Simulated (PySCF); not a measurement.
# C₅H₁₁NSi: electronic excitations

Wanted: the electronic excitations of C₅H₁₁NSi (`C=C1CCN(C)[SiH2]1`), by calculation.

Computed with PySCF 2.14.0, with density-fitted response routines of our own, on a single molecule in the gas phase. Atoms count from 0, in the outputs and in this text.

**1. The starting structure**

18 atoms, charge 0, multiplicity 1; geometry from: GFN2-xTB.

Bonds of the start (Å): C0–C1 1.32, C1–C2 1.50, C2–C3 1.53, C3–N4 1.45, N4–C5 1.43, N4–Si6 1.72, Si6–C1 1.88, C0–H7 1.08, C0–H8 1.08, C2–H9 1.09, C2–H10 1.09, C3–H11 1.10, C3–H12 1.10, C5–H13 1.10, C5–H14 1.09, C5–H15 1.10, Si6–H16 1.47, Si6–H17 1.47.

**2. TDDFT and polarisability: CAM-B3LYP/def2-SVPD**

The job: settings as JSON, then the geometry in Å.

```
{"job": {"kind": "uv", "xc": "CAM-B3LYP", "basis": "def2-SVPD", "nstates": 8, "ntriplets": 3}, "charge": 0, "multiplicity": 1}
C      2.701003     0.446725    -0.681298
C      1.481637     0.126070    -0.283091
C      0.752513    -1.110014    -0.732315
C     -0.749013    -0.836724    -0.638922
N     -0.970579     0.033757     0.495944
C     -2.341362     0.222798     0.868597
Si     0.335434     1.087689     0.856254
H      3.194107     1.334266    -0.321928
H      3.265247    -0.160628    -1.374890
H      1.040722    -1.416602    -1.739229
H      1.008124    -1.920798    -0.044278
H     -1.312909    -1.767168    -0.497518
H     -1.110728    -0.369645    -1.568104
H     -2.809734    -0.737955     1.106609
H     -2.386675     0.861164     1.747285
H     -2.923626     0.693844     0.065907
H      0.622294     1.027132     2.292824
H      0.194786     2.492407     0.436496
```

With the program's defaults for keys left out, this is: TDDFT CAM-B3LYP/def2-SVPD, vertical, gas phase, core orbitals frozen in the response.

Command:

```sh
> OMP_NUM_THREADS=1 python probes_run.py task.json out
```

This one command runs all jobs of the session in turn.

What will the session give for the following? lowest singlet (CAM-B3LYP/def2-SVPD); brightest single state of those computed; lowest triplet. Wanted: lowest singlet; brightest single state of those computed; lowest triplet.

The runs gave:

| quantity | value |
| --- | --- |
| lowest singlet (CAM-B3LYP/def2-SVPD) | 5.47 eV (227 nm), f = 0.026 |
| brightest single state of those computed | state 5, 6.80 eV, f = 0.246 |
| lowest triplet | 4.15 eV |

The lowest singlet, at 5.47 eV, is HOMO→LUMO 0.78, HOMO→LUMO+1 0.15 and is weak; of the 8 states computed, the strongest absorption comes from state 5 at 6.80 eV. The lowest triplet lies 1.32 eV below the lowest singlet (triplets in Tamm-Dancoff, singlets in full TDDFT).
